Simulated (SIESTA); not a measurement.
# ZrSiO under changes of volume

One of the cells (13.506 Å³/atom); the others are scaled copies at fixed shape and fractional positions:

```
Zr Si O
1.0
     3.31999    0.00000    0.00000
     0.00000    3.31999    0.00000
     0.00000    0.00000    7.35184
Zr Si O
2 2 2
Direct
  0.50000 0.00000 0.30841
  0.00000 0.50000 0.69159
  0.00000 0.00000 0.00000
  0.50000 0.50000 0.00000
  0.50000 0.00000 0.61129
  0.00000 0.50000 0.38871
```

The cell comes from a database or a generator and needn't be the stable form of this composition.

```yaml
Program: SIESTA 5.4.2
Functional: LDA
Potentials_or_basis: PseudoDojo 0.4 standard (LDA files)
Basis: DZP (energy shift 0.003 Ry; two zetas on semicore shells)
Grid_cutoff: 800 Ry
Energy_shift: 0.003 Ry
k_mesh: 6 × 6 × 3
Occupations: fermi-dirac, width 0.05 eV
Spin: no spin polarisation
```

```csv
volume (Å³/atom),energy over the lowest point (meV/atom),pressure (GPa),largest force (eV/Å)
12.695,0.00,2.0,0.273
12.966,0.24,-2.2,0.172
13.236,7.24,-6.0,0.132
13.506,20.28,-9.4,0.160
13.776,?,?,?
14.046,61.91,-15.1,0.210
14.316,89.43,-17.5,0.233
```

Question: What does the run at 13.776 Å³/atom give?

Answer: Energy over the lowest point 38.67 meV/atom; pressure -12.4 GPa; largest force 0.184 eV/Å.

Worked out: A Birch-Murnaghan fit of order 3 (a polynomial in V^(-2/3)) to the other rows has its minimum at 12.82 Å³/atom with B0 = V·E''(V) = 202 GPa and B' = 4.4 at fixed shape and positions, which overstates the stiffness. It gives 38.69 meV/atom at 13.776 Å³/atom, against the run's 38.67, and -dE/dV = -12.4 GPa, against -12.4.

Energies are extrapolated to zero smearing.

Caveats: the basis of atomic orbitals isn't converged, which shifts pressures, moduli and gaps.
